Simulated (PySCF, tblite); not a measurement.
**C8H9F: geometry, infrared bands and NMR shifts**

What infrared bands and NMR shifts should C8H9F (`C#C[C@@H]1C=CCC[C@H]1F`) show?

Programs: tblite 0.8.0 and PySCF 2.14.0, with density-fitted response routines of our own. Each step states its level of theory. These are calculated values for one molecule in the gas phase, unless marked as measured. Atoms count from 0, in the outputs and in this text.

### 1 The starting structure

18 atoms, charge 0, multiplicity 1; geometry from: force field or distance geometry start.

Bonds of the start (Å): C0–C1 1.23, C1–C2 1.45, C2–C3 1.49, C3–C4 1.34, C4–C5 1.51, C5–C6 1.51, C6–C7 1.54, C7–F8 1.39, C7–C2 1.50, C0–H9 1.05, C2–H10 1.12, C3–H11 1.09, C4–H12 1.09, C5–H13 1.09, C5–H14 1.11, C6–H15 1.09, C6–H16 1.12, C7–H17 1.11.

### 2 Optimising the geometry with GFN2-xTB

What the job is given:

```
{"job": {"kind": "relax", "xc": "GFN2-xTB", "basis": "xTB"}, "charge": 0, "multiplicity": 1}
C      3.334500    -0.342000    -0.399800
C      2.137600    -0.119800    -0.560800
C      0.722900     0.133200    -0.732200
C      0.317100     1.314000     0.074900
C     -0.733700     1.328300     0.898700
C     -1.623000     0.117900     1.023800
C     -1.508900    -0.621800    -0.287200
C     -0.044300    -1.092700    -0.351300
F      0.012900    -2.115100    -1.289200
H      4.359900    -0.520900    -0.274800
H      0.517200     0.298500    -1.825700
H      0.953500     2.195600    -0.004700
H     -0.948900     2.235400     1.462200
H     -2.652800     0.419800     1.209600
H     -1.203500    -0.494900     1.849900
H     -2.236600    -1.422800    -0.402300
H     -1.578300     0.168500    -1.077700
H      0.165400    -1.474700     0.675000
```

Launch:

```console
OMP_NUM_THREADS=1 python probes_run.py task.json out
```

One launch serves the whole session: the jobs run in the order shown.

**Question.** This job is followed by: GFN2-xTB harmonic vibrations, gas phase; GIAO PBE0/pcSseg-1 NMR shielding, non-relativistic, gas phase. Predict these results of the whole session: strongest single infrared mode (GFN2-xTB); zero-point energy (GFN2-xTB); ¹³C shifts against TMS (PBE0/pcSseg-1); ¹H shifts against TMS (PBE0/pcSseg-1); ¹⁹F shifts against CFCl3 (PBE0/pcSseg-1).

As calculated:

| quantity | value |
| --- | --- |
| strongest single infrared mode (GFN2-xTB) | 1032 cm⁻¹, 80 km/mol |
| zero-point energy (GFN2-xTB) | 90.2 kcal/mol |
| ¹³C shifts against TMS (PBE0/pcSseg-1) | 134.7, 134.0, 98.2, 90.2, 75.7, 38.1, 32.6, 28.8 ppm |
| ¹H shifts against TMS (PBE0/pcSseg-1) | 6.00, 5.76, 4.83, 3.36, 2.31, 2.22, 2.16, 1.65, 1.52 ppm |
| ¹⁹F shifts against CFCl3 (PBE0/pcSseg-1) | -199.6 ppm |

What this shows: Over 51 steps the energy fell by 0.517 eV; of the close pairs, C2–C7 changed most, 1.495 to 1.535 Å. All 48 modes are real, so the xTB geometry is a minimum. The strongest single mode, at 1032 cm⁻¹, is spread over many atoms; the largest shares are those of C7, F8. GFN2-xTB is a fitted tight-binding method: band positions and strengths are rough. Its intensities can rank the bands wrongly. At PBE0/pcSseg-1: The widest tensor belongs to C1: span 302 ppm, with a paramagnetic part of -164 ppm.
